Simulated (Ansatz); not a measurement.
**HfSiH3 (quartet): from Hartree-Fock to the top rungs, def2-TZVPP**

The task here is to estimate one member of a computed series from the others.

The runs use Ansatz 0.2.0, Gaussian basis; def2-TZVPP, core rule «outside noble gas», up to 9 orbitals frozen.

Plan: UHF; CCSD(T) on ROHF; CCSD(T) on UHF; CCSDT(Q) on ROHF; CCSDT(Q) on UHF.

10 further runs of the same task are left out: 3 for a known fault of the program, 2 that didn't finish, 5 set aside as unsound or not needed.

## What is computed

The geometry is a PBE0/def2-TZVP stationary point (not a proven minimum) of the parent state, kept for this charge and spin. No spin-orbit coupling is included. Elements past krypton take def2 core potentials.

5 atoms, charge 0, spin multiplicity 4.

Atoms are counted from 1 here; the program's logs count them from 0.

Bond lengths: Hf1–Si2 2.795 Å, Si2–H3 1.495 Å, Si2–H4 1.495 Å, Si2–H5 1.495 Å. Angles: Hf1–Si2–H3 110.0°, Hf1–Si2–H4 106.2°, Hf1–Si2–H5 110.0°, H3–Si2–H4 110.3°, H3–Si2–H5 110.0°, H4–Si2–H5 110.3°.

Coordinates:

| atom | x (Å) | y (Å) | z (Å) |
| --- | --- | --- | --- |
| Hf1 | 0.00000 | -0.00018 | 0.42169 |
| Si2 | 0.00000 | -0.00082 | -2.37282 |
| H3 | 1.22415 | -0.68984 | -2.88298 |
| H4 | -0.00006 | 1.43427 | -2.79136 |
| H5 | -1.22410 | -0.68994 | -2.88298 |

Set-up of the first run:

in.yaml

```yaml
crystal:
  periodic: [false, false, false]
  atoms:
    - {symbol: Hf, position_ang: [0.000000, -0.000179, 0.421687]}
    - {symbol: Si, position_ang: [0.000000, -0.000820, -2.372815]}
    - {symbol: H, position_ang: [1.224151, -0.689841, -2.882975]}
    - {symbol: H, position_ang: [-0.000057, 1.434267, -2.791360]}
    - {symbol: H, position_ang: [-1.224097, -0.689938, -2.882975]}
basis:
  gaussian: {orbitals: def2-TZVPP}
magnetization: {spin_polarized: true, initial_magnetization: 3}
hamiltonian: {xc: hf}
output: {orbitals: {seedname: orbitals}}
```

On the command line:

```bash
$ ansatz run in.yaml --threads 1 --pin off --events-out ev --progress --plain --max-ram 4096MiB --backend cpu
```

Steps of the session up to this table: UHF; CCSD(T) on ROHF; CCSD(T) on UHF; CCSDT(Q) on ROHF; CCSDT(Q) on UHF.

One table of the session follows, with a row left open; its other results are not shown here.

```
   method  from RCCSDT(Q) (meV)
     ROHF               +6096.6
      UHF               +5975.1
     RMP2               +1266.7
     UMP2               +1162.3
    RCCSD                     ?
    UCCSD                +198.8
 RCCSD(T)                 +66.2
 UCCSD(T)                 -25.5
   RCCSDT                 +13.8
   UCCSDT                 -75.3
RCCSDT(Q)                     0
UCCSDT(Q)                 -88.7
```

**Question.** Estimate the row for RCCSD.

As computed: from RCCSDT(Q) (meV): +293.0. In the column «from RCCSDT(Q) (meV)» it lies between UCCSD (+198.8) and UMP2 (+1162.3).

Limits of these values: Restricted and unrestricted rows rest on different reference determinants; where their highest levels disagree by more than a few hundredths of an eV, they describe different states and don't form one ladder.
